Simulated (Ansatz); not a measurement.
**AlGeH5 (singlet): the correlation ladder at distance Al2–H7 = 1.588 Å, cc-pVDZ**

How much of the correlation energy of AlGeH5 (singlet) does each wave-function method recover here?

Method: cc-pVDZ, core rule «outside noble gas», up to 19 orbitals frozen; program: Ansatz 0.2.0, Gaussian basis.

Plan: UHF; CCSD(T) on RHF; BCCD(T) on RHF; CISD; CCSDT(Q) on RHF; CASSCF and NEVPT2, 2 electrons in 2 orbitals; CASSCF and NEVPT2, 8 electrons in 8 orbitals.

26 further runs of the same task are left out: 1 for a mislabelled method, 18 that didn't finish, 7 set aside as unsound or not needed.

## Step 1: What is computed

The geometry derives from a PBE0/def2-TZVP stationary point (not a proven minimum). One bond is set to the value named and the two fragments are kept rigid. No spin-orbit coupling is included. The filled d shell of Ge may be among the frozen orbitals whatever the setting's name suggests; the logs give the count.

7 atoms, charge 0, spin multiplicity 1.

Atoms are counted from 1 here; the program's logs count them from 0.

Bond lengths: Ge1–Al2 2.479 Å, Ge1–H3 1.541 Å, Ge1–H4 1.543 Å, Ge1–H5 1.543 Å, Al2–H6 1.588 Å, Al2–H7 1.588 Å. Angles: Al2–Ge1–H3 113.9°, Al2–Ge1–H4 111.3°, Al2–Ge1–H5 111.3°, H3–Ge1–H4 106.9°, H3–Ge1–H5 106.9°, H4–Ge1–H5 106.0°, Ge1–Al2–H6 121.3°, Ge1–Al2–H7 119.4°, H6–Al2–H7 119.3°.

## Step 2: UHF

Input file in.yaml:

```yaml
crystal:
  periodic: [false, false, false]
  atoms:
    - {symbol: Ge, position_ang: [0.000000, 0.000899, 0.685381]}
    - {symbol: Al, position_ang: [0.000000, 0.001025, -1.793332]}
    - {symbol: H, position_ang: [0.000000, 1.409025, 1.310315]}
    - {symbol: H, position_ang: [1.232737, -0.738751, 1.246452]}
    - {symbol: H, position_ang: [-1.232737, -0.738751, 1.246452]}
    - {symbol: H, position_ang: [0.000000, 1.358175, -2.617361]}
    - {symbol: H, position_ang: [0.000000, -1.381914, -2.574090]}
basis:
  gaussian: {orbitals: cc-pVDZ}
magnetization: {spin_polarized: true, initial_magnetization: 0}
hamiltonian: {xc: hf}
output: {orbitals: {seedname: orbitals}}
```

Started as:

```bash
ansatz run in.yaml --threads 1 --pin off --events-out ev --progress --plain --max-ram 2393MiB
```

Further steps of the session: CCSD(T) on RHF; BCCD(T) on RHF; CISD; CCSDT(Q) on RHF; CASSCF and NEVPT2, 2 electrons in 2 orbitals; CASSCF and NEVPT2, 8 electrons in 8 orbitals.

Q: Predict the results of all the runs planned. Wanted: RCCSDT(Q) below the RHF energy; RMP2 from RCCSDT(Q); RCCSD from RCCSDT(Q); RCCSD(T) from RCCSDT(Q); NEVPT2 pair from RCCSDT(Q); NEVPT2 frontier from RCCSDT(Q); T1 diagnostic.

As calculated:

| quantity | value |
| --- | --- |
| RCCSDT(Q) below the RHF energy | -5.9790 eV |
| RMP2 from RCCSDT(Q) | +31.52 kcal/mol |
| RCCSD from RCCSDT(Q) | +3.48 kcal/mol |
| RCCSD(T) from RCCSDT(Q) | +0.72 kcal/mol |
| NEVPT2 pair from RCCSDT(Q) | +31.59 kcal/mol |
| NEVPT2 frontier from RCCSDT(Q) | +31.16 kcal/mol |
| levels within 1 kcal/mol (43 meV) | RCCSD(T), BCCD(T), RCCSDT |
| T1 diagnostic | 0.012 |

In words: RCCSD(T) misses by +0.72 kcal/mol, 0.5 % of the correlation energy. Of the multireference levels listed NEVPT2 frontier comes nearest in total energy (+31.16 kcal/mol), which doesn't show that its space is the better one. These misses are within one basis, not against nature.
